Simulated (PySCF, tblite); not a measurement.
# C₆H₇O₂Se−: excited states, first hyperpolarisability

What do calculations give for the excited states, first hyperpolarisability of C₆H₇O₂Se− (`C[Se]C(=O)/C=C\C=C\[O-]`)?

Computed with tblite 0.8.0 and PySCF 2.14.0 and routines of our own; the level stands in each step. Atoms count from 0.

### 1 The system as given

16 atoms, charge -1, multiplicity 1; geometry from: force field or distance geometry start.

### 2 Relaxing the molecule with GFN2-xTB

Job settings and geometry (Å):

```
{"job": {"kind": "relax", "xc": "GFN2-xTB", "basis": "xTB"}, "charge": -1, "multiplicity": 1}
C      3.115200     0.164000     0.423100
Se     2.686700    -0.178900    -1.454600
C      0.838000     0.161300    -1.142800
O      0.390400     1.338600    -1.336300
C     -0.062800    -0.955800    -0.772700
C     -1.275900    -0.850000    -0.210600
C     -1.869000     0.409500     0.284900
C     -3.132300     0.447300     0.693700
O     -3.675200     1.620700     1.181400
H      2.813300     1.204800     0.689600
H      2.552700    -0.548300     1.069800
H      4.192800     0.036600     0.588100
H      0.292500    -1.949700    -0.993800
H     -1.824200    -1.768000    -0.061000
H     -1.283500     1.316300     0.379200
H     -3.766200    -0.439500     0.650500
```

Run with:

```
> OMP_NUM_THREADS=1 python excited_run.py task.json out
```

This one command runs all jobs of the session in turn.

What it wrote:

```text
step      E/eV     max force
  0    -758.22629    7.019
  1    -759.24872    3.656
  2    -759.42683    2.128
  3    -759.50011    0.824
  4    -759.55122    0.458
  5    -759.57204    0.342
  6    -759.58575    0.391
  7    -759.60245    0.321
  8    -759.61195    0.224
  9    -759.61855    0.209
 10    -759.62633    0.229
 11    -759.63473    0.237
 12    -759.64260    0.211
 13    -759.64876    0.185
 14    -759.65503    0.206
 15    -759.66312    0.218
 16    -759.67159    0.238
 17    -759.67878    0.242
 18    -759.68498    0.236
 19    -759.69066    0.221
 20    -759.69561    0.157
 21    -759.69950    0.168
 22    -759.70252    0.146
 23    -759.70549    0.153
 24    -759.70849    0.165
 25    -759.71093    0.129
 26    -759.71288    0.138
 27    -759.71493    0.119
 28    -759.71739    0.130
 29    -759.71991    0.124
 30    -759.72190    0.091
 31    -759.72335    0.077
 32    -759.72473    0.095
 33    -759.72630    0.120
 34    -759.72784    0.093
 35    -759.72926    0.083
 36    -759.73067    0.110
 37    -759.73221    0.114
 38    -759.73388    0.087
 39    -759.73544    0.077
 40    -759.73679    0.097
 41    -759.73801    0.099
 42    -759.73917    0.115
 43    -759.74019    0.064
 44    -759.74123    0.080
 45    -759.74207    0.097
 46    -759.74285    0.099
 47    -759.74373    0.084
 48    -759.74466    0.077
 49    -759.74556    0.085
 50    -759.74648    0.082
 51    -759.74754    0.093
 52    -759.74873    0.080
 53    -759.75002    0.091
 54    -759.75127    0.095
 55    -759.75236    0.080
 56    -759.75315    0.071
 57    -759.75371    0.051
 58    -759.75430    0.057
 59    -759.75515    0.090
 60    -759.75640    0.114
 61    -759.75814    0.134
 62    -759.76031    0.143
 63    -759.76254    0.162
 64    -759.76564    0.188
 65    -759.76969    0.173
 66    -759.77525    0.119
 67    -759.77774    0.155
 68    -759.78068    0.139
 69    -759.78340    0.221
 70    -759.78802    0.200
 71    -759.79358    0.188
 72    -759.79690    0.150
 73    -759.79892    0.163
 74    -759.80212    0.145
 75    -759.80516    0.378
 76    -759.81076    0.170
 77    -759.81903    0.192
 78    -759.82574    0.249
 79    -759.83256    0.340
 80    -759.84187    0.330
 81    -759.83150    0.754
 82    -759.85687    0.499
 83    -759.86380    0.325
 84    -759.87196    0.237
 85    -759.87632    0.149
 86    -759.87958    0.124
 87    -759.88170    0.111
 88    -759.88279    0.087
 89    -759.88442    0.085
 90    -759.88621    0.091
 91    -759.88685    0.077
 92    -759.88783    0.079
 93    -759.88888    0.083
 94    -759.88997    0.111
 95    -759.89131    0.102
 96    -759.89321    0.105
 97    -759.89511    0.126
 98    -759.89654    0.158
 99    -759.89751    0.079
100    -759.89815    0.079
101    -759.89882    0.070
102    -759.89939    0.079
103    -759.90033    0.081
104    -759.90110    0.067
105    -759.90248    0.083
106    -759.90405    0.087
107    -759.90597    0.117
108    -759.90808    0.116
109    -759.91006    0.097
110    -759.91126    0.164
111    -759.91236    0.131
112    -759.91342    0.078
113    -759.91404    0.055
114    -759.91453    0.035
115    -759.91487    0.038
116    -759.91518    0.043
117    -759.91542    0.060
118    -759.91571    0.058
119    -759.91612    0.045
120    -759.91665    0.049
121    -759.91721    0.063
122    -759.91783    0.070
123    -759.91865    0.073
124    -759.91992    0.096
125    -759.92160    0.098
126    -759.92290    0.108
127    -759.92337    0.072
128    -759.92396    0.041
129    -759.92417    0.041
130    -759.92447    0.055
131    -759.92485    0.060
132    -759.92534    0.064
133    -759.92616    0.072
134    -759.92754    0.101
135    -759.92950    0.127
136    -759.93126    0.118
137    -759.93049    0.171
138    -759.93278    0.063
139    -759.93303    0.050
140    -759.93348    0.063
141    -759.93385    0.058
142    -759.93456    0.074
143    -759.93539    0.078
144    -759.93622    0.076
145    -759.93694    0.059
146    -759.93748    0.083
147    -759.93513    0.235
148    -759.93798    0.067
149    -759.93816    0.067
150    -759.93842    0.056
151    -759.93855    0.026
152    -759.93860    0.010
153    -759.93861    0.011
154    -759.93862    0.009
```

It took 1.1 s on 1 thread of Arm Neoverse V1, shared host; peak memory 0.18 GiB.

Along the way: (not every step is listed)

```csv
step,energy from step 0 (eV),largest force (eV/Å)
0,0.0000,7.0193
1,-1.0224,3.6556
2,-1.2005,2.1279
3,-1.2738,0.8243
4,-1.3249,0.4578
5,-1.3458,0.3425
6,-1.3595,0.3914
7,-1.3762,0.3214
8,-1.3857,0.2241
22,-1.4762,0.1462
36,-1.5044,0.1102
50,-1.5202,0.0818
64,-1.5394,0.1885
78,-1.5995,0.2488
92,-1.6615,0.0792
106,-1.6778,0.0867
120,-1.6904,0.0494
134,-1.7013,0.1007
148,-1.7117,0.0672
149,-1.7119,0.0666
150,-1.7121,0.0560
151,-1.7123,0.0262
152,-1.7123,0.0105
153,-1.7123,0.0108
154,-1.7123,0.0092
```

Distances of close pairs at the start and the end, largest changes first:

| bond | before (Å) | after (Å) | change (Å) |
| --- | --- | --- | --- |
| Se1–C2 | 1.905 | 2.104 | +0.198 |
| C7–O8 | 1.382 | 1.229 | -0.152 |
| C5–C6 | 1.478 | 1.372 | -0.106 |
| C2–C4 | 1.482 | 1.380 | -0.102 |
| C6–C7 | 1.328 | 1.411 | +0.083 |
| C2–O3 | 1.274 | 1.202 | -0.072 |
| C4–C5 | 1.341 | 1.397 | +0.055 |
| C7–H15 | 1.091 | 1.120 | +0.029 |

The end geometry stands in the next job.

### 3 Vibrational analysis with GFN2-xTB

Job settings and geometry (Å):

```
{"job": {"kind": "ir", "xc": "GFN2-xTB", "basis": "xTB"}, "charge": -1, "multiplicity": 1}
C      3.734255     0.357484     0.053414
Se     2.611167    -1.098560    -0.567492
C      0.779073    -0.174805    -0.103447
O      0.897371     0.920127     0.379295
C     -0.253978    -1.021903    -0.449250
C     -1.608376    -0.726978    -0.279156
C     -2.173917     0.408238     0.243849
C     -3.573812     0.555524     0.347632
O     -4.199527     1.513889     0.796562
H      3.038560     1.111266     0.424482
H      4.385852     0.006331     0.850155
H      4.321760     0.749223    -0.773730
H      0.024032    -1.975482    -0.880885
H     -2.295048    -1.505440    -0.606752
H     -1.546254     1.215908     0.588674
H     -4.148756    -0.325877    -0.034762
```

What it wrote:

```text
mode    cm-1     km/mol
  1      47.4      0.05
  2      60.5     10.32
  3      76.7      1.86
  4     144.7      0.85
  5     161.6      0.07
  6     163.7      9.73
  7     180.3      1.90
  8     209.0      2.20
  9     263.7     32.31
 10     325.1     26.47
 11     365.4      3.86
 12     491.7    112.02
 13     544.5     33.45
 14     566.7     24.28
 15     583.0     18.16
 16     740.9    338.86
 17     743.5      4.40
 18     795.8     20.21
 19     888.9     12.47
 20     897.2     20.94
 21     897.8      9.36
 22     987.6      4.04
 23    1039.8    172.37
 24    1173.2    192.35
 25    1192.4    130.78
 26    1270.4      9.74
 27    1273.9     11.83
 28    1292.2     45.26
 29    1409.6    185.33
 30    1419.3    534.53
 31    1430.4      3.40
 32    1445.6     11.26
 33    1576.8   1153.06
 34    1665.1    961.25
 35    1807.1    466.93
 36    2609.0    353.05
 37    2958.3     14.53
 38    2979.1     85.10
 39    3001.3     33.34
 40    3002.0     31.76
 41    3034.4     37.88
 42    3100.7     30.28
```

It took 0.58 s on 1 thread of Arm Neoverse V1, shared host; peak memory 0.18 GiB.

Which atoms move in the most intense modes:

| cm⁻¹ | km/mol | atoms |
| --- | --- | --- |
| 741 | 338.9 | C4 34 %, C2 34 %, C5 15 % |
| 1173 | 192.3 | H12 45 %, C6 18 %, C7 11 % |
| 1410 | 185.3 | H15 46 %, C4 22 %, H12 12 % |
| 1419 | 534.5 | C4 32 %, H15 28 % |
| 1577 | 1153.1 | C5 48 %, C6 34 % |
| 1665 | 961.2 | C7 61 %, O8 28 % |
| 1807 | 466.9 | C2 64 %, O3 26 % |
| 2609 | 353.1 | H15 94 % |

### 4 Excited states: TDA CAM-B3LYP/def2-SVPD

The job, as its differences from that of step 3:

```diff
@@ -1,2 +1,2 @@
-{"job": {"kind": "ir", "xc": "GFN2-xTB", "basis": "xTB"}, "charge": -1, "multiplicity": 1}
+{"job": {"kind": "states", "xc": "CAM-B3LYP", "basis": "def2-SVPD", "tda": true, "soc": true, "nstates": 6, "ntriplets": 5, "nquad": 4}, "charge": -1, "multiplicity": 1}
 C      3.734255     0.357484     0.053414
```

Method: TDA CAM-B3LYP/def2-SVPD excited states, vertical, gas phase, spin-orbit mean-field couplings.

What it wrote:

```text
coarse grid: 66080 points
cycle   1  E = -2784.0343503894  dE =  5.200e-01  |g| = 1.085e+00  |ddm| = 9.003e+00
cycle   2  E = -2783.4867449721  dE =  5.476e-01  |g| = 2.024e+00  |ddm| = 7.914e+00
cycle   3  E = -2784.2790692102  dE = -7.923e-01  |g| = 1.498e-01  |ddm| = 6.195e+00
cycle   4  E = -2784.2842576441  dE = -5.188e-03  |g| = 7.910e-02  |ddm| = 5.695e-01
cycle   5  E = -2784.2857901497  dE = -1.533e-03  |g| = 1.809e-02  |ddm| = 2.027e-01
cycle   6  E = -2784.2858707640  dE = -8.061e-05  |g| = 8.071e-03  |ddm| = 6.776e-02
cycle   7  E = -2784.2858873495  dE = -1.659e-05  |g| = 3.650e-03  |ddm| = 2.249e-02
cycle   8  E = -2784.2858912686  dE = -3.919e-06  |g| = 1.336e-03  |ddm| = 1.801e-02
final grid: 140344 points
cycle   9  E = -2784.2858999436  dE = -1.380e-07  |g| = 1.697e-03  |ddm| = 9.848e-03
cycle  10  E = -2784.2858993347  dE =  6.089e-07  |g| = 2.511e-03  |ddm| = 8.158e-03
cycle  11  E = -2784.2859005408  dE = -1.206e-06  |g| = 2.754e-04  |ddm| = 3.856e-03
cycle  12  E = -2784.2859005579  dE = -1.708e-08  |g| = 5.809e-05  |ddm| = 6.328e-04
cycle  13  E = -2784.2859005614  dE = -3.467e-09  |g| = 3.982e-05  |ddm| = 6.596e-04
cycle  14  E = -2784.2859005619  dE = -5.143e-10  |g| = 7.770e-06  |ddm| = 1.831e-04
converged SCF energy = -2784.2859005619

Singlet excitations
state   eV       nm        f     d(h-e)  d(exc)  Lambda  PR(NTO)  |dmu|/D   mu/D   main configurations
  1   4.1367   299.7   0.00175   1.748   4.261   0.271   1.056    7.279    1.278   H->L+1 0.61, H-1->L+1 0.14, H->L+6 0.09
  2   4.2607   291.0   1.25035   0.613   3.459   0.669   1.155    1.493    9.599   H->L 0.92
  3   4.3110   287.6   0.00023   1.528   3.115   0.412   1.025    4.673    3.605   H-3->L 0.71, H-2->L 0.15, H-3->L+9 0.10
  4   4.6649   265.8   0.00594   1.045   4.029   0.358   1.803    3.256    9.539   H-2->L 0.53, H->L+2 0.20, H-3->L 0.10
  5   4.6744   265.2   0.00477   1.390   4.149   0.306   2.365                     H->L+2 0.28, H->L+3 0.24, H-2->L 0.18
  6   4.8657   254.8   0.00032   1.517   4.545   0.287   1.984                     H->L+2 0.27, H->L+3 0.26, H-1->L+1 0.16

Triplet excitations (Tamm-Dancoff)
state   eV     d(h-e)  d(exc)  Lambda  PR(NTO)   main configurations
  1   2.4030   0.192   3.181   0.680   1.022   H->L 0.93
  2   3.8847   1.496   2.990   0.411   1.013   H-3->L 0.73, H-3->L+9 0.13, H-2->L 0.10
  3   3.9310   1.165   3.793   0.292   1.057   H->L+1 0.47, H-1->L+1 0.21, H->L+6 0.10
  4   4.4108   1.804   3.627   0.405   1.107   H-2->L 0.75, H-3->L 0.09
  5   4.5726   2.282   4.393   0.251   1.264   H->L+2 0.56, H-1->L+2 0.13, H->L+3 0.12
S1 - T1 = 1.7336 eV

Spin-orbit couplings |<S|Hso|T>| (cm-1)
             T1       T2       T3       T4       T5
S0        0.480   53.177  472.547  122.192   74.904
S1       33.862    0.074    3.280    1.626   11.242
S2        0.244   24.971   27.801  231.718   79.857
S3       22.973    0.272    1.290    3.441    0.717
S4       96.555    1.999    1.700    2.063    0.232
S5       67.207    1.196   23.844    1.173    2.641
S6       14.818    0.487   28.504    1.664    5.071
T1 sublevels (cm-1): 0.000 0.009 0.035   radiative rates (1/s): 0.159 0.0997 4.79
```

Run time: 88 s. Hardware: 1 thread of Arm Neoverse V1, shared host; peak memory 1.4 GiB.

In short:

```
  quantity    value
S1 less T1  1.73 eV
```

### 5 Excited states: TDDFT PBE0/def2-SVPD

The job, as its differences from that of step 4:

```diff
@@ -1,2 +1,2 @@
-{"job": {"kind": "states", "xc": "CAM-B3LYP", "basis": "def2-SVPD", "tda": true, "soc": true, "nstates": 6, "ntriplets": 5, "nquad": 4}, "charge": -1, "multiplicity": 1}
+{"job": {"kind": "states", "xc": "PBE0", "basis": "def2-SVPD", "tpa": true, "nstates": 6, "nquad": 5, "ntriplets": 0}, "charge": -1, "multiplicity": 1}
 C      3.734255     0.357484     0.053414
```

Method: TDDFT PBE0/def2-SVPD excited states, vertical, gas phase, two-photon moments by quadratic response.

What it wrote:

```text
coarse grid: 66080 points
cycle   1  E = -2783.4003371179  dE =  3.530e-01  |g| = 1.032e+00  |ddm| = 8.351e+00
cycle   2  E = -2782.3421911999  dE =  1.058e+00  |g| = 2.452e+00  |ddm| = 1.611e+01
cycle   3  E = -2783.6091309250  dE = -1.267e+00  |g| = 2.648e-01  |ddm| = 1.484e+01
cycle   4  E = -2783.6253540327  dE = -1.622e-02  |g| = 1.363e-01  |ddm| = 1.004e+00
cycle   5  E = -2783.6298978820  dE = -4.544e-03  |g| = 3.649e-02  |ddm| = 3.652e-01
cycle   6  E = -2783.6302161394  dE = -3.183e-04  |g| = 1.209e-02  |ddm| = 1.049e-01
cycle   7  E = -2783.6302480582  dE = -3.192e-05  |g| = 3.731e-03  |ddm| = 3.889e-02
cycle   8  E = -2783.6302514797  dE = -3.422e-06  |g| = 1.547e-03  |ddm| = 1.357e-02
final grid: 140344 points
cycle   9  E = -2783.6302936682  dE =  1.447e-06  |g| = 2.732e-03  |ddm| = 1.727e-02
cycle  10  E = -2783.6302872071  dE =  6.461e-06  |g| = 5.434e-03  |ddm| = 1.913e-02
cycle  11  E = -2783.6302957643  dE = -8.557e-06  |g| = 4.161e-04  |ddm| = 1.342e-02
cycle  12  E = -2783.6302957980  dE = -3.373e-08  |g| = 1.064e-04  |ddm| = 1.033e-03
cycle  13  E = -2783.6302958002  dE = -2.198e-09  |g| = 1.431e-05  |ddm| = 2.412e-04
cycle  14  E = -2783.6302958003  dE = -4.775e-11  |g| = 8.643e-06  |ddm| = 5.998e-05
converged SCF energy = -2783.6302958003

Singlet excitations
state   eV       nm        f     d(h-e)  d(exc)  Lambda  PR(NTO)  |dmu|/D   mu/D   delta(TPA)   sigma/GM   main configurations
  1   3.9138   316.8   0.00189   2.883   5.060   0.285   1.013   10.389    2.997       39.87      0.224   H->L+1 0.90
  2   3.9224   316.1   0.77075   1.530   4.009   0.667   1.128    3.173   11.207      737.77      4.158   H->L 0.92
  3   3.9987   310.1   0.00012   1.934   3.510   0.479   1.015    4.998    3.266        0.85      0.005   H-2->L 0.66, H-3->L 0.29
  4   4.3392   285.7   0.00085   2.280   4.076   0.473   1.070    6.393   14.213        1.48      0.010   H-3->L 0.65, H-2->L 0.29
  5   4.4803   276.7   0.00469   3.642   5.487   0.237   1.063   14.693    6.934       99.14      0.729   H->L+2 0.89
  6   4.5234   274.1   0.17031   2.352   4.356   0.495   1.300                                            H-1->L 0.85
```

Run time: 77 s. Hardware: 1 thread of Arm Neoverse V1, shared host; peak memory 1.2 GiB.

### 6 First hyperpolarisability: quadratic response PBE0/def2-SVPD

The job, as its differences from that of step 5:

```diff
@@ -1,2 +1,2 @@
-{"job": {"kind": "states", "xc": "PBE0", "basis": "def2-SVPD", "tpa": true, "nstates": 6, "nquad": 5, "ntriplets": 0}, "charge": -1, "multiplicity": 1}
+{"job": {"kind": "beta", "xc": "PBE0", "basis": "def2-SVPD", "wavelengths": [1064, 800]}, "charge": -1, "multiplicity": 1}
 C      3.734255     0.357484     0.053414
```

With the program's defaults for keys left out, this is: quadratic response PBE0/def2-SVPD first hyperpolarisability, Taylor convention, gas phase.

What it wrote:

```text
coarse grid: 66080 points
cycle   1  E = -2783.4003371179  dE =  3.530e-01  |g| = 1.032e+00  |ddm| = 8.351e+00
cycle   2  E = -2782.3421911999  dE =  1.058e+00  |g| = 2.452e+00  |ddm| = 1.611e+01
cycle   3  E = -2783.6091309250  dE = -1.267e+00  |g| = 2.648e-01  |ddm| = 1.484e+01
cycle   4  E = -2783.6253540327  dE = -1.622e-02  |g| = 1.363e-01  |ddm| = 1.004e+00
cycle   5  E = -2783.6298978820  dE = -4.544e-03  |g| = 3.649e-02  |ddm| = 3.652e-01
cycle   6  E = -2783.6302161394  dE = -3.183e-04  |g| = 1.209e-02  |ddm| = 1.049e-01
cycle   7  E = -2783.6302480582  dE = -3.192e-05  |g| = 3.731e-03  |ddm| = 3.889e-02
cycle   8  E = -2783.6302514797  dE = -3.422e-06  |g| = 1.547e-03  |ddm| = 1.357e-02
final grid: 140344 points
cycle   9  E = -2783.6302936682  dE =  1.447e-06  |g| = 2.732e-03  |ddm| = 1.727e-02
cycle  10  E = -2783.6302872071  dE =  6.461e-06  |g| = 5.434e-03  |ddm| = 1.913e-02
cycle  11  E = -2783.6302957643  dE = -8.557e-06  |g| = 4.161e-04  |ddm| = 1.342e-02
cycle  12  E = -2783.6302957980  dE = -3.373e-08  |g| = 1.064e-04  |ddm| = 1.033e-03
cycle  13  E = -2783.6302958002  dE = -2.198e-09  |g| = 1.431e-05  |ddm| = 2.412e-04
cycle  14  E = -2783.6302958003  dE = -4.775e-11  |g| = 8.643e-06  |ddm| = 5.998e-05
converged SCF energy = -2783.6302958003

Lowest singlets (eV, f): 3.9138 0.0019  3.9224 0.7708  3.9987 0.0001

First hyperpolarisability (au)
process     nm      |vector|   parallel      HRS      DR
static         -      696.67      12.27     380.72   2.759
shg       1064.0     1170.81     327.88     637.33   2.859
eope      1064.0      790.92      76.77          -       -
shg        800.0     2713.02    1257.43    1337.57   3.486
eope       800.0      895.16     147.34          -       -
```

It took 66 s on 1 thread of Arm Neoverse V1, shared host; peak memory 1.2 GiB.

### 7 Summary of results

| quantity | value |
| --- | --- |
| strongest single infrared mode (GFN2-xTB) | 1577 cm⁻¹, 1153 km/mol |
| zero-point energy (GFN2-xTB) | 69.8 kcal/mol |
| S1 less T1 (step 4, TDA CAM-B3LYP/def2-SVPD) | 1.73 eV |
| β vector (step 6, quadratic response PBE0/def2-SVPD) | static 697, SHG 1064.0 nm 1171, SHG 800.0 nm 2713 au |

**Reading.** No mode is imaginary among the 42: a minimum at this level. The strongest single mode, at 1577 cm⁻¹, moves mainly C5 and C6. GFN2-xTB is a fitted tight-binding method: band positions and strengths are rough. Its intensities can rank the bands wrongly. Scalar relativity is left out for the heavy atoms. The anion's LUMO lies above zero, so it is an unbound level set by the basis, and the orbital gap is no excitation or fundamental gap. For an anion in the gas phase, states above the energy of detachment are held by the basis alone, so excitations and responses hang on it. In step 4, the number of triplets below S1 is 3, and the largest singlet-triplet spin-orbit coupling is S0–T3, 472.55 cm⁻¹. Steps that list no spin-orbit terms leave them out, which matters at and beside the heavy atoms. β grows from 697 au (static) to 2713 au for doubling at 800.0 nm: normal dispersion, which grows as twice the photon energy moves toward the bright states.
